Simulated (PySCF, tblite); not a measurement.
# C₄H₃F₄O radical: geometry, infrared bands and EPR parameters

Aim: predict the infrared bands and EPR parameters of C₄H₃F₄O radical (`F[C]1COC(F)(F)[C@@H]1F`).

The runs use tblite 0.8.0 and PySCF 2.14.0, with density-fitted response routines of our own; the level of theory stands in each step. All values are computed, except where a source is named. Atoms are numbered from 0 throughout.

### Step 1. The molecule as given

12 atoms, charge 0, multiplicity 2; geometry from: force field or distance geometry start.

Bonds of the start (Å): F0–C1 1.35, C1–C2 1.50, C2–O3 1.43, O3–C4 1.43, C4–F5 1.34, C4–F6 1.36, C4–C7 1.52, C7–F8 1.35, C7–C1 1.48, C2–H9 1.09, C2–H10 1.08, C7–H11 1.09.

### Step 2. Geometry optimisation with GFN2-xTB

Job settings and geometry (Å):

```
{"job": {"kind": "relax", "xc": "GFN2-xTB", "basis": "xTB"}, "charge": 0, "multiplicity": 2}
F      1.047500     2.183000    -0.246100
C      0.476600     0.965800    -0.308900
C      1.302200    -0.280700    -0.395200
O      0.563500    -1.278300     0.306400
C     -0.803400    -0.872300     0.246300
F     -1.498900    -1.469300     1.227200
F     -1.286600    -1.309000    -0.947300
C     -0.803500     0.648400     0.352600
F     -1.867800     1.199800    -0.278100
H      1.404200    -0.591300    -1.436100
H      2.275000    -0.163200     0.058700
H     -0.807600     0.966500     1.394400
```

Started as:

```console
> OMP_NUM_THREADS=1 python probes_run.py task.json out
```

This one command runs all jobs of the session in turn.

Output:

```text
step      E/eV     max force
  0    -898.32745    1.874
  1    -898.41087    0.525
  2    -898.42489    0.274
  3    -898.43243    0.293
  4    -898.44561    0.202
  5    -898.44824    0.195
  6    -898.45152    0.189
  7    -898.45350    0.162
  8    -898.45522    0.104
  9    -898.45664    0.121
 10    -898.45873    0.162
 11    -898.46173    0.191
 12    -898.46561    0.191
 13    -898.46975    0.158
 14    -898.47389    0.187
 15    -898.47769    0.189
 16    -898.48091    0.140
 17    -898.48356    0.118
 18    -898.48597    0.123
 19    -898.48866    0.142
 20    -898.49169    0.178
 21    -898.49466    0.178
 22    -898.49733    0.153
 23    -898.49997    0.172
 24    -898.50290    0.196
 25    -898.50580    0.172
 26    -898.50777    0.140
 27    -898.48958    0.814
 28    -898.50971    0.084
 29    -898.51070    0.074
 30    -898.51173    0.345
 31    -898.51439    0.072
 32    -898.51548    0.088
 33    -898.51533    0.377
 34    -898.51826    0.098
 35    -898.51947    0.108
 36    -898.51494    0.535
 37    -898.52325    0.064
 38    -898.52482    0.061
 39    -898.51787    0.507
 40    -898.52672    0.057
 41    -898.52763    0.056
 42    -898.52805    0.221
 43    -898.52932    0.064
 44    -898.52981    0.057
 45    -898.53133    0.054
 46    -898.53166    0.042
 47    -898.53186    0.038
 48    -898.53199    0.032
 49    -898.53207    0.021
 50    -898.53211    0.018
 51    -898.53215    0.017
 52    -898.53219    0.015
 53    -898.53223    0.019
 54    -898.53226    0.019
 55    -898.53231    0.025
 56    -898.53239    0.033
 57    -898.53253    0.039
 58    -898.53270    0.032
 59    -898.53286    0.033
 60    -898.53299    0.029
 61    -898.53311    0.029
 62    -898.53321    0.030
 63    -898.53329    0.020
 64    -898.53334    0.018
 65    -898.53338    0.014
 66    -898.53341    0.013
 67    -898.53343    0.008
```

Wall time 0.37 s (1 thread of Arm Neoverse V1, shared host).

Relaxation path: (not every step is listed)

```csv
step,energy from step 0 (eV),largest force (eV/Å)
0,0.0000,1.8740
1,-0.0834,0.5249
2,-0.0974,0.2736
3,-0.1050,0.2932
4,-0.1182,0.2015
5,-0.1208,0.1952
6,-0.1241,0.1894
7,-0.1260,0.1618
8,-0.1278,0.1042
13,-0.1423,0.1581
18,-0.1585,0.1227
23,-0.1725,0.1724
28,-0.1823,0.0836
33,-0.1879,0.3773
38,-0.1974,0.0615
43,-0.2019,0.0644
48,-0.2045,0.0319
53,-0.2048,0.0192
58,-0.2052,0.0317
62,-0.2058,0.0300
63,-0.2058,0.0201
64,-0.2059,0.0184
65,-0.2059,0.0140
66,-0.2060,0.0134
67,-0.2060,0.0077
```

Close pairs (by a distance rule), those that changed most:

```csv
bond,before (Å),after (Å),change (Å)
O3–C4,1.427,1.360,-0.067
C4–C7,1.524,1.553,+0.028
C7–F8,1.354,1.380,+0.026
C4–F5,1.342,1.368,+0.026
C4–F6,1.360,1.335,-0.025
C2–H10,1.080,1.102,+0.022
C1–C2,1.498,1.484,-0.013
F0–C1,1.346,1.335,-0.011
```

The next job starts from the end point, and lists it.

### Step 3. Vibrational analysis with GFN2-xTB

Job settings and geometry (Å):

```
{"job": {"kind": "ir", "xc": "GFN2-xTB", "basis": "xTB"}, "charge": 0, "multiplicity": 2}
F      1.181869     2.054312     0.318071
C      0.553189     0.986168    -0.178559
C      1.301942    -0.256497    -0.492680
O      0.342177    -1.302966    -0.398420
C     -0.787476    -0.878525     0.228853
F     -0.784040    -1.283187     1.535741
F     -1.858785    -1.462529    -0.312821
C     -0.847018     0.672689     0.190676
F     -1.757703     1.076389    -0.764731
H      1.715117    -0.280895    -1.509633
H      2.127679    -0.429662     0.216373
H     -1.185753     1.104017     1.141103
```

Output:

```text
mode    cm-1     km/mol
  1      46.6      1.51
  2      97.3     10.60
  3     161.6      1.05
  4     205.4      4.16
  5     296.8      8.50
  6     341.3      4.57
  7     383.0     12.02
  8     434.6     18.41
  9     503.0      8.40
 10     523.6      4.78
 11     604.6     17.67
 12     648.8      3.15
 13     837.5     22.37
 14     873.4     16.46
 15     933.3      4.68
 16     977.6    280.49
 17     998.5     83.87
 18    1057.9     49.33
 19    1089.1     23.41
 20    1103.3    176.93
 21    1126.8     74.23
 22    1189.0    132.92
 23    1230.7     17.53
 24    1235.7     39.44
 25    1243.7     58.37
 26    1353.3    109.50
 27    1421.1     24.89
 28    2832.0      4.03
 29    2895.5      2.74
 30    2919.4      4.03
```

Run time: 0.31 s. Hardware: 1 thread of Arm Neoverse V1, shared host.

Which atoms move in the most intense modes:

```csv
cm⁻¹,km/mol,atoms
978,280.5,"C4 57 %, F5 19 %"
998,83.9,"C7 52 %, F8 23 %"
1058,49.3,"O3 40 %, C2 35 %, C4 10 %"
1103,176.9,"C4 32 %, H11 15 %, O3 15 %, H10 10 %"
1127,74.2,"H11 33 %, C4 31 %, H10 15 %"
1189,132.9,"C4 53 %, H11 14 %"
1244,58.4,"H9 25 %, H10 21 %, H11 20 %, C1 12 %"
1353,109.5,"C1 59 %, F0 14 %"
```

### Step 4. EPR parameters: B3LYP/pcH-1

Settings changed since step 3:

```diff
@@ -1,2 +1,2 @@
-{"job": {"kind": "ir", "xc": "GFN2-xTB", "basis": "xTB"}, "charge": 0, "multiplicity": 2}
+{"job": {"kind": "epr", "basis": "pcH-1"}, "charge": 0, "multiplicity": 2}
 F      1.181869     2.054312     0.318071
```

With the program's defaults for keys left out, this is: UKS B3LYP, pcH-1 on C F H O, non-relativistic, mean-field spin-orbit, GIAO.

Output:

```text
UKS, coarse grid
  cycle   1  E = -628.56193265  |g| = 8.17e-01
  cycle   2  E = -628.17398231  |g| = 1.41e+00
  cycle   3  E = -628.77220118  |g| = 7.87e-02
  cycle   4  E = -628.77320463  |g| = 6.39e-02
  cycle   5  E = -628.77443759  |g| = 9.59e-03
  cycle   6  E = -628.77447060  |g| = 3.95e-03
  cycle   7  E = -628.77447807  |g| = 1.50e-03
  cycle   8  E = -628.77447818  |g| = 8.28e-04
UKS, final grid
  cycle   1  E = -628.77432151  |g| = 1.22e-03
  cycle   2  E = -628.77432080  |g| = 1.97e-03
  cycle   3  E = -628.77432197  |g| = 1.25e-04
  cycle   4  E = -628.77432198  |g| = 2.53e-05
E = -628.77432198 Eh   <S^2> = 0.7535 (exact 0.7500)
g shifts (ppm)      1          2          3
  rmc          -213       -213       -213
  gc             17         55         39
  oz_so        -183       1576       2414
  total        -379       1417       2240
hyperfine (MHz)  atom isotope    a_iso     a_fc   dipolar eigenvalues
    0   19F     177.82     177.82   -266.01   -227.28    493.29
    1   13C     175.04     175.04    -81.98    -78.78    160.76
    2   13C     -20.72     -20.72     -2.13     -0.71      2.84
    3   17O      -0.23      -0.23     -3.52      1.18      2.34
    4   13C       4.72       4.72     -1.68     -0.61      2.29
    5   19F      -0.82      -0.82     -6.01     -3.78      9.79
    6   19F      15.16      15.16    -11.50    -10.44     21.94
    7   13C     -31.13     -31.13     -4.00     -3.33      7.33
    8   19F     259.88     259.88    -82.64    -79.55    162.19
    9    1H      98.70      98.70     -5.47     -4.34      9.80
   10    1H      81.47      81.47     -4.40     -3.46      7.87
   11    1H      28.62      28.62     -5.44     -2.90      8.33
```

Wall time 68 s (1 thread of Arm Neoverse V1, shared host); peak memory 0.95 GiB.

Principal g values 2.00194, 2.00374, 2.00456; g(iso) = 2.00341, against 2.00232 for a free electron.

Hyperfine couplings, nucleus by nucleus at this fixed geometry (no averaging over rotations):

| nuclei | isotope | a(iso) (MHz) | a(iso) (G, at g = 2.0023) | largest dipolar term (MHz) |
| --- | --- | --- | --- | --- |
| F8 | 19F | 259.9 | 92.7 | 162.2 |
| F0 | 19F | 177.8 | 63.4 | 493.3 |
| C1 | 13C | 175.0 | 62.5 | 160.8 |
| H9 | 1H | 98.7 | 35.2 | 9.8 |
| H10 | 1H | 81.5 | 29.1 | 7.9 |
| C7 | 13C | -31.1 | -11.1 | 7.3 |
| H11 | 1H | 28.6 | 10.2 | 8.3 |
| C2 | 13C | -20.7 | -7.4 | 2.8 |
| F6 | 19F | 15.2 | 5.4 | 21.9 |
| C4 | 13C | 4.7 | 1.7 | 2.3 |
| F5 | 19F | -0.8 | -0.3 | 9.8 |
| O3 | 17O | -0.2 | -0.1 | -3.5 |

Mulliken spin populations:

```
atom  value (e)
  F0       0.07
  C1       0.86
  C2      -0.06
  O3       0.00
  C4       0.01
  F5       0.00
  F6       0.00
  C7      -0.02
  F8       0.03
  H9       0.04
 H10       0.04
 H11       0.02
```

In first order the couplings over 0.8 MHz of 19F, 1H give 128 distinct lines over 236.4 G.

Orbitals, density, ELF and potential are computed afterwards from the orbital file.

ELF in a plane through or near 5 of the atoms.

Ten even steps from '0' (0.00) to '9' (0.94):
```
0000000000000000000000000000
0000000000000000000000000000
0000000000000000000000000000
0000000123320000000000000000
0000002467751000000000000000
0000004688861000100000000000
0000004677763333432000000000
0000001235624985354000000000
0000000016522893434100000000
0000000138995457996000000000
0000002442253027885112100000
0000003673336566415666410000
0000002454474668457888520000
0000000111267786114787410000
0000000000269985002554100000
0000000000136763000111000000
0000000000002210000000000000
0000000000000000000000000000
0000000000000000000000000000
0000000000000000000000000000
```
The map spans 9.1 Å across and 8.9 Å up, centred on the molecule. Atoms in the plane (x, y in Å): C1 (-0.7, 0.9), C2 (-1.3, -0.5), O3 (-0.2, -1.4), C4 (1.0, -0.7), C7 (0.7, 0.8).

On the surface of density 0.002 e/bohr³ the electrostatic potential runs, from the 1st to the 99th percentile, from -0.89 V near F8 to 1.56 V near H9.

The spin density lies nearest to C1 66 %; F0 11 %.

### Step 5. Outcome

| quantity | value |
| --- | --- |
| strongest single infrared mode (GFN2-xTB) | 978 cm⁻¹, 280 km/mol |
| zero-point energy (GFN2-xTB) | 42.3 kcal/mol |
| g(iso) (B3LYP) | 2.00341 |
| ⟨S²⟩ | 0.754 (exact 0.75) |
| largest a(iso) | 19F on F8, 259.9 MHz |
| potential on the surface of density 0.002 e/bohr³, 1st and 99th percentile | -0.89 V and 1.56 V |

**Reading.** The optimisation took 67 steps and gained 0.206 eV; among the close pairs (by a distance rule), O3–C4 changed most, from 1.427 to 1.360 Å. No mode is imaginary among the 30: a minimum at this level. The strongest single mode, at 978 cm⁻¹, moves mainly C4. Unscaled tight-binding wavenumbers are off by several per cent, some by more. Its intensities can rank the bands wrongly. C1 carries the largest spin population, 0.86 e. The isotropic g lies 1.1 ppt above the free-electron value. The conformer search found further structures of the same energy, which may be mirror or relabelled copies of this one.
